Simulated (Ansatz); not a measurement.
# C2H6BFOSi: the cost of one run

Method: RKS B3LYP-D4/def2-SVP; program: Ansatz 0.2.0.

## (1) The starting structure

SMILES `O[SiH]1CB(F)C1`, 12 atoms, charge 0, spin multiplicity 1.

Atoms are counted from 1 here; the program's logs count them from 0.

Bond lengths: O1–Si2 1.685 Å, O1–H7 0.973 Å, Si2–C3 1.916 Å, Si2–C6 1.899 Å, Si2–H8 1.505 Å, C3–B4 1.582 Å, C3–H9 1.105 Å, C3–H10 1.114 Å, B4–F5 1.342 Å, B4–C6 1.582 Å, C6–H11 1.114 Å, C6–H12 1.104 Å. Angles: Si2–O1–H7 115.0°, O1–Si2–C3 117.7°, O1–Si2–C6 112.2°, O1–Si2–H8 111.2°, C3–Si2–C6 83.0°, C3–Si2–H8 114.0°, C6–Si2–H8 116.1°, Si2–C3–B4 81.0°, Si2–C3–H9 126.7°, Si2–C3–H10 103.7°, B4–C3–H9 121.5°, B4–C3–H10 110.6°, H9–C3–H10 109.8°, C3–B4–F5 125.7°, C3–B4–C6 106.2°, F5–B4–C6 125.6°, Si2–C6–B4 81.5°, Si2–C6–H11 103.1° and more.

As a file:

```
O    -0.40945    1.21758    1.89565
Si   -0.65619    0.47833    0.40144
C     0.72445    0.64976   -0.91638
B     0.50106   -0.91407   -0.99313
F     0.46562   -1.64477   -2.11762
C    -0.11048   -1.34092    0.40208
H    -0.63361    2.16436    1.92773
H    -2.04067    0.75406   -0.12127
H     0.69828    1.28096   -1.82247
H     1.63295    0.88620   -0.31683
H     0.67643   -1.36728    1.19040
H    -0.77138   -2.21941    0.50449
```

## (2) Relaxation

Input file input.yaml:

```yaml
crystal:
  periodic: [false, false, false]
  atoms:
    - { symbol: O, position_ang: [-0.409454, 1.217577, 1.895654] }
    - { symbol: Si, position_ang: [-0.656195, 0.478333, 0.401443] }
    - { symbol: C, position_ang: [0.72445, 0.649756, -0.91638] }
    - { symbol: B, position_ang: [0.501059, -0.914074, -0.993127] }
    - { symbol: F, position_ang: [0.465621, -1.644765, -2.117616] }
    - { symbol: C, position_ang: [-0.110478, -1.340919, 0.402081] }
    - { symbol: H, position_ang: [-0.633606, 2.164361, 1.927727] }
    - { symbol: H, position_ang: [-2.040669, 0.754058, -0.121271] }
    - { symbol: H, position_ang: [0.698279, 1.280964, -1.822471] }
    - { symbol: H, position_ang: [1.63295, 0.886198, -0.316825] }
    - { symbol: H, position_ang: [0.676425, -1.367284, 1.190398] }
    - { symbol: H, position_ang: [-0.771382, -2.219406, 0.504488] }
basis:
  gaussian: { orbitals: def2-SVP }
hamiltonian:
  xc: { name: B3LYP }
  dispersion: d4
output:
  forces: true
relax:
  f_tol: 0.003
  max_steps: 120
```

The run is started by

```console
ansatz run input.yaml --threads 1 --pin off --max-ram 2560MiB --backend cpu --events-out ev --progress --plain --runs-dir out
```

**Question.** How long does this run take on 1 thread of Intel Xeon Platinum 8488C (Sapphire Rapids), shared host, and how much memory does it need?

About 43 s, with a peak of 0.3 GiB.
